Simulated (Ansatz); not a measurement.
# AlHOS: the cost of one run

Method: PBE0-D4/def2-TZVP structures, single points in def2-TZVPP, no counterpoise correction; program: Ansatz 0.2.0, Gaussian basis.

Levels: SPW92, PBE-D4, BLYP-D4, r2SCAN-D4, B97M-V, PBE0-D4, B3LYP-D4, r2SCAN0-D4, BHLYP-D4, CAM-B3LYP-D4, wB97X-V, wB97M-V, B2PLYP, PBE-QIDH, RPA on PBE, Hartree-Fock, MP2, CCSD, CCSD(T).

Correlated methods freeze the cores. B3LYP uses VWN-RPA correlation. B2PLYP carries no dispersion term here.

56 further runs of the same task are left out: 56 set aside as unsound or not needed. Runs told in other sessions of the task aren't counted.

## Step 1: The starting structure

The complex: 8 atoms, charge 0, spin multiplicity 1.

Atoms are counted from 1 here; the program's logs count them from 0.

Bond lengths: Al1–N2 2.010 Å, Al1–S3 2.028 Å, Al1–O5 1.704 Å, N2–H4 1.017 Å, N2–H6 1.016 Å, N2–H7 1.016 Å, O5–H8 0.956 Å. Angles: N2–Al1–S3 113.3°, N2–Al1–O5 94.9°, S3–Al1–O5 151.8°, Al1–N2–H4 106.0°, Al1–N2–H6 112.9°, Al1–N2–H7 112.9°, H4–N2–H6 108.9°, H4–N2–H7 108.9°, H6–N2–H7 107.1°, Al1–O5–H8 121.9°.

Coordinates:

```csv
atom,x (Å),y (Å),z (Å)
Al1,-0.8399,-0.2073,-0.3329
N2,1.0691,-0.2615,0.2940
S3,-1.5159,-1.9987,-1.0023
H4,1.3813,-1.2203,0.1618
O5,-1.0561,1.4492,0.0039
H6,1.1705,-0.0143,1.2745
H7,1.6766,0.3585,-0.2345
H8,-1.8856,1.8944,-0.1644
```

Its parts: AlHOS holds atoms 1, 3, 5, 8; NH3 holds atoms 2, 4, 6, 7. Each part counts its atoms afresh in its own runs.

## Step 2: Relaxing AlHOS alone

The input, relax-a/in.yaml:

```yaml
crystal:
  periodic: [false, false, false]
  atoms:
    - {symbol: Al, position_ang: [-0.839927, -0.207268, -0.332916]}
    - {symbol: S, position_ang: [-1.515891, -1.998697, -1.002263]}
    - {symbol: O, position_ang: [-1.056090, 1.449204, 0.003864]}
    - {symbol: H, position_ang: [-1.885570, 1.894379, -0.164352]}
basis:
  gaussian: {orbitals: def2-TZVP}
hamiltonian: {xc: pbe0, dispersion: d4}
relax: {f_tol: 0.005, max_steps: 200}
```

The run is started by

```
$ ansatz run in.yaml --threads 4 --pin off --events-out ev --progress --plain --max-ram 9574MiB
```

**Question.** How long does this run take on 4 threads of Arm Neoverse V1, shared host?

About 7.5 s.
